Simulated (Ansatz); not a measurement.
The system is SiNi2.

```
Ni Si
1.0
     4.99000    0.00000    0.00000
     0.00000    3.72000    0.00000
     0.00000    0.00000    7.03000
Ni Si
8 4
Direct
  0.32500 0.75000 0.93700
  0.67500 0.25000 0.06300
  0.17500 0.25000 0.43700
  0.82500 0.75000 0.56300
  0.45800 0.75000 0.29700
  0.54200 0.25000 0.70300
  0.04200 0.25000 0.79700
  0.95800 0.75000 0.20300
  0.78600 0.75000 0.88600
  0.21400 0.25000 0.11400
  0.71400 0.25000 0.38600
  0.28600 0.75000 0.61400
```

- Program: Ansatz 0.2.0
- Task: relaxation of cell and atoms
- Functional: BLYP
- Dispersion: D4
- Potentials or basis: Ansatz PAW
- Cutoff: 420 eV (not typed: the program's choice for these potentials)
- k mesh: 6 × 7 × 4
- Occupations: fermi-dirac, width 0.05 eV
- Spin: collinear spin, ferromagnetic start
- Starting moments: [1.0, 1.0, 1.0, 1.0, 1.0, 1.0, 1.0, 1.0, 0.0, 0.0, 0.0, 0.0] μB

At the start: volume 10.87 Å³/atom.

How do energy, volume and symmetry change on relaxing?

It ends after 6 steps; space group Pnma (No. 62, to 0.05 Å); moment 0.00 μB per cell.

Step by step:
```csv
step,energy change (eV),largest force (eV/Å),volume (Å³)
1,0.0000,0.3701,130.50
2,-0.0225,0.2462,130.07
3,-0.0477,0.0756,129.76
4,-0.0602,0.0218,130.28
5,-0.0614,0.0078,130.56
6,-0.0619,0.0080,130.56
```

Final structure:
```
CELL_PARAMETERS angstrom
5.11927 0.00000 0.00000
0.00000 3.66649 0.00000
0.00000 0.00000 6.95570
ATOMIC_POSITIONS crystal
Ni 0.33674 0.75000 0.93929
Ni 0.66326 0.25000 0.06071
Ni 0.16326 0.25000 0.43929
Ni 0.83674 0.75000 0.56071
Ni 0.46118 0.75000 0.30442
Ni 0.53882 0.25000 0.69558
Ni 0.03882 0.25000 0.80442
Ni 0.96118 0.75000 0.19558
Si 0.77661 0.75000 0.88287
Si 0.22339 0.25000 0.11713
Si 0.72339 0.25000 0.38287
Si 0.27661 0.75000 0.61713
```

Caveat: the plane-wave basis is chosen anew once the cell has moved, so the energies of steps on either side of that aren't comparable; pairwise dispersion overbinds metals, which lowers pressure and volume; the PAW data sets come from PBE, with cores solved anew for the run's functional, which leaves a small shift of forces and pressure; the starting moments weren't kept.
